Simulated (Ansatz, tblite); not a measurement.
# [MnOF4]-: a ladder of methods and basis sets

The task here is to estimate one member of a computed series from the others.

The runs use Ansatz 0.2.0, Gaussian basis; as each input shows.

Levels to be run: GFN1-xTB, GFN2-xTB, PBE-D4/def2-TZVPD, r2SCAN-D4/def2-TZVPD, B3LYP-D4/def2-TZVPD, LDA/def2-TZVPD, B97M-V/def2-TZVPD, r2SCAN0-D4/def2-TZVPD, revPBE-D4/def2-TZVPD, PBE-D4/def2-SVPD, PBE0-D4/def2-SVPD, CCSD(T)/def2-SVPD, RPA/def2-SVPD.

### The structure

The singlet was relaxed beforehand with r2SCAN-D4/def2-SVPD.

6 atoms, charge -1, spin multiplicity 1.

Bond lengths: Mn1–O2 1.524 Å, Mn1–F3 1.786 Å, Mn1–F4 1.786 Å, Mn1–F5 1.786 Å, Mn1–F6 1.786 Å. Angles: O2–Mn1–F3 108.0°, O2–Mn1–F4 107.9°, O2–Mn1–F5 108.0°, O2–Mn1–F6 107.9°, F3–Mn1–F4 84.6°, F3–Mn1–F5 144.0°, F3–Mn1–F6 84.6°, F4–Mn1–F5 84.6°, F4–Mn1–F6 144.2°, F5–Mn1–F6 84.6°.

Formally the metal is d2. No spin-orbit coupling is included. The ion is computed in the gas phase, without counter-ions or solvent.

PBE0-D4/def2-TZVPD was run before; its log isn't repeated, and its numbers join the tables.

Set-up of the first run:

Tight binding, by tblite at 300 K electronic temperature and without a spin-polarisation term:

```python
tblite.interface.Calculator('GFN1-xTB', numbers, positions, charge=-1, uhf=0).singlepoint()
```

Tight binding, by tblite at 300 K electronic temperature and without a spin-polarisation term:

```python
tblite.interface.Calculator('GFN2-xTB', numbers, positions, charge=-1, uhf=0).singlepoint()
```

start.molden holds the orbitals of an earlier run on this state, given as this run's starting guess.

in.yaml reads:

```yaml
crystal:
  periodic: [false, false, false]
  atoms:
    - {symbol: Mn, position_ang: [0.000218, -0.000437, 0.112736]}
    - {symbol: O, position_ang: [0.003086, -0.006575, 1.636522]}
    - {symbol: F, position_ang: [1.697627, 0.013053, -0.441850]}
    - {symbol: F, position_ang: [-0.012158, 1.701437, -0.429081]}
    - {symbol: F, position_ang: [-1.699269, -0.009590, -0.435529]}
    - {symbol: F, position_ang: [0.010495, -1.697888, -0.442788]}
basis:
  gaussian: {orbitals: def2-TZVPD, initial_orbitals: start.molden}
total_charge: -1
hamiltonian: {xc: pbe, dispersion: d4}
scf: {omitted_lower_state_checks: [starts]}
output: {orbitals: {seedname: orbitals}}
```

On the command line:

```bash
> ansatz run in.yaml --threads 4 --pin off --events-out ev --progress --plain --max-ram 3916MiB
```

Steps of the session up to this table: PBE-D4/def2-TZVPD; r2SCAN-D4/def2-TZVPD; B3LYP-D4/def2-TZVPD; LDA/def2-TZVPD; B97M-V/def2-TZVPD; r2SCAN0-D4/def2-TZVPD; revPBE-D4/def2-TZVPD; PBE-D4/def2-SVPD; PBE0-D4/def2-SVPD; CCSD(T)/def2-SVPD; RPA/def2-SVPD.

One table of the session follows, with a row left open; its other results are not shown here.

It belongs to the step «Levels side by side». 

| level | HOMO (eV) | gap (eV) |
| --- | --- | --- |
| LDA/def2-TZVPD | -0.51 | 0.20 |
| PBE-D4/def2-SVPD | -0.60 | 0.36 |
| PBE-D4/def2-TZVPD | -0.39 | 0.36 |
| revPBE-D4/def2-TZVPD | -0.31 | 0.39 |
| r2SCAN-D4/def2-TZVPD | -1.05 | 0.88 |
| B97M-V/def2-TZVPD | -1.63 | 1.41 |
| B3LYP-D4/def2-TZVPD | ? | ? |
| PBE0-D4/def2-SVPD | -3.83 | 4.20 |
| PBE0-D4/def2-TZVPD | -3.59 | 4.25 |
| r2SCAN0-D4/def2-TZVPD | -4.09 | 4.65 |

Estimate the missing values for B3LYP-D4/def2-TZVPD.

As computed: HOMO (eV): -3.20; gap (eV): 3.56. In the column «HOMO (eV)» it lies between PBE0-D4/def2-TZVPD (-3.59) and B97M-V/def2-TZVPD (-1.63).
